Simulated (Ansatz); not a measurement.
This script for Ansatz 0.2.0 through its Python package starts 8 runs on AlClH2OS, SMILES [OH][Al]([SH])[Cl]. What input does the engine get in each?

Script `scan_alclh2os.py`:
```python
"""Stretching a bond of AlClH2OS, the rest held rigid."""

import ansatz
import numpy as np

GEOMETRY = """
O     0.53150    1.50510   -0.71000
Al   -0.12390   -0.13830   -0.32190
S     0.31480   -1.05440    1.68310
Cl   -1.22640   -1.25860   -1.81030
H     1.37400    1.39560   -1.15010
H    -0.82790   -0.51350    2.26300
"""

mol = ansatz.Crystal.molecule()
for line in GEOMETRY.strip().splitlines():
    symbol, *xyz = line.split()
    mol = mol.atom(symbol, [float(v) for v in xyz])

symbols = [site.symbol for site in mol.cartesian_sites]
start = np.array([site.position_ang for site in mol.cartesian_sites])
axis = (start[2] - start[1]) / np.linalg.norm(start[2] - start[1])
moving = [2, 5]
lengths, energies = [1.91, 2.07, 2.25, 2.47, 2.81, 3.37, 4.05, 4.94], []
for length in lengths:
    xyz = start.copy()
    xyz[moving] += (length - np.linalg.norm(start[2] - start[1])) * axis
    point = ansatz.Crystal.molecule()
    for symbol, place in zip(symbols, xyz):
        point = point.atom(symbol, place.tolist())
    model = point.calculation()
    model = model.basis(gaussian="cc-pVDZ")
    model = model.functional("HF")
    rep = model.run().report
    energies.append(rep["free_energy_ev"])
    print(f"r = {length:6.3f} A  E = {energies[-1]:.5f} eV  <S^2> = {abs(rep['mean_field']['state']['spin_squared']):.3f}")

print("energy above the lowest point (eV):", [round(e - min(energies), 3) for e in energies])
```

Run 1:
```yaml
crystal:
  periodic: [false, false, false]
  atoms:
    - { symbol: O, position_ang: [0.5315, 1.5051, -0.71] }
    - { symbol: Al, position_ang: [-0.1239, -0.1383, -0.3219] }
    - { symbol: S, position_ang: [0.24890461890344312, -0.9167962648220749, 1.3819369293398756] }
    - { symbol: Cl, position_ang: [-1.2264, -1.2586, -1.8103] }
    - { symbol: H, position_ang: [1.374, 1.3956, -1.1501] }
    - { symbol: H, position_ang: [-0.8937953810965569, -0.3758962648220748, 1.9618369293398754] }
basis:
  gaussian:
    orbitals: cc-pVDZ
hamiltonian:
  xc: hf
```

Run 2, against run 1:
```diff
-    - { symbol: S, position_ang: [0.24890461890344312, -0.9167962648220749, 1.3819369293398756] }
+    - { symbol: S, position_ang: [0.2801343251990195, -0.9820106116134528, 1.5246667244678234] }
-    - { symbol: H, position_ang: [-0.8937953810965569, -0.3758962648220748, 1.9618369293398754] }
+    - { symbol: H, position_ang: [-0.8625656748009805, -0.4411106116134528, 2.1045667244678232] }
```

Run 3, against run 1:
```diff
-    - { symbol: S, position_ang: [0.24890461890344312, -0.9167962648220749, 1.3819369293398756] }
+    - { symbol: S, position_ang: [0.31526774478154296, -1.0553767517537531, 1.6852377439867645] }
-    - { symbol: H, position_ang: [-0.8937953810965569, -0.3758962648220748, 1.9618369293398754] }
+    - { symbol: H, position_ang: [-0.827432255218457, -0.5144767517537531, 2.2651377439867644] }
```

Run 4, against run 1:
```diff
-    - { symbol: S, position_ang: [0.24890461890344312, -0.9167962648220749, 1.3819369293398756] }
+    - { symbol: S, position_ang: [0.35820859093796054, -1.145046478591898, 1.8814912122876928] }
-    - { symbol: H, position_ang: [-0.8937953810965569, -0.3758962648220748, 1.9618369293398754] }
+    - { symbol: H, position_ang: [-0.7844914090620394, -0.6041464785918979, 2.4613912122876926] }
```

Run 5, against run 1:
```diff
-    - { symbol: S, position_ang: [0.24890461890344312, -0.9167962648220749, 1.3819369293398756] }
+    - { symbol: S, position_ang: [0.4245717168160603, -1.2836269655235761, 2.1847920269345815] }
-    - { symbol: H, position_ang: [-0.8937953810965569, -0.3758962648220748, 1.9618369293398754] }
+    - { symbol: H, position_ang: [-0.7181282831839396, -0.7427269655235761, 2.7646920269345814] }
```

Run 6, against run 1:
```diff
-    - { symbol: S, position_ang: [0.24890461890344312, -0.9167962648220749, 1.3819369293398756] }
+    - { symbol: S, position_ang: [0.5338756888505777, -1.5118771792933992, 2.6843463098823985] }
-    - { symbol: H, position_ang: [-0.8937953810965569, -0.3758962648220748, 1.9618369293398754] }
+    - { symbol: H, position_ang: [-0.6088243111494223, -0.9709771792933991, 3.2642463098823984] }
```

Run 7, against run 1:
```diff
-    - { symbol: S, position_ang: [0.24890461890344312, -0.9167962648220749, 1.3819369293398756] }
+    - { symbol: S, position_ang: [0.6666019406067774, -1.7890381531567556, 3.290947939176176] }
-    - { symbol: H, position_ang: [-0.8937953810965569, -0.3758962648220748, 1.9618369293398754] }
+    - { symbol: H, position_ang: [-0.4760980593932227, -1.2481381531567557, 3.870847939176176] }
```

Run 8, against run 1:
```diff
-    - { symbol: S, position_ang: [0.24890461890344312, -0.9167962648220749, 1.3819369293398756] }
+    - { symbol: S, position_ang: [0.8403171818759212, -2.1517929571837957, 4.084882424575385] }
-    - { symbol: H, position_ang: [-0.8937953810965569, -0.3758962648220748, 1.9618369293398754] }
+    - { symbol: H, position_ang: [-0.30238281812407886, -1.610892957183796, 4.664782424575385] }
```

```console
$ python scan_alclh2os.py
r =  1.910 A  E = -31976.30257 eV  <S^2> = 0.000
r =  2.070 A  E = -31977.10176 eV  <S^2> = 0.000
r =  2.250 A  E = -31977.25146 eV  <S^2> = 0.000
r =  2.470 A  E = -31976.89421 eV  <S^2> = 0.000
r =  2.810 A  E = -31975.91384 eV  <S^2> = 0.000
r =  3.370 A  E = -31974.24927 eV  <S^2> = 0.000
r =  4.050 A  E = -31972.71342 eV  <S^2> = 0.000
r =  4.940 A  E = -31971.43372 eV  <S^2> = 0.000
energy above the lowest point (eV): [0.949, 0.15, 0.0, 0.357, 1.338, 3.002, 4.538, 5.818]
```

Total energies depend on the basis set; only differences at equal settings carry meaning. The rest of the molecule is held rigid at a force-field or estimated start geometry, and the basis set is modest; single-reference methods fail as a bond breaks. Hartree-Fock leaves correlation out, so bond, atomisation and ionisation energies come out well too low. The orbitals are restricted, so S² is zero by construction. Toward dissociation an unrestricted state can lie under the restricted one, by tenths of an eV for polar bonds under a functional and by 1 to 2 eV or more for others. Finished in 8.7 s on 1 thread of Arm Neoverse V1 (shared host), peak memory 0.2 GiB.
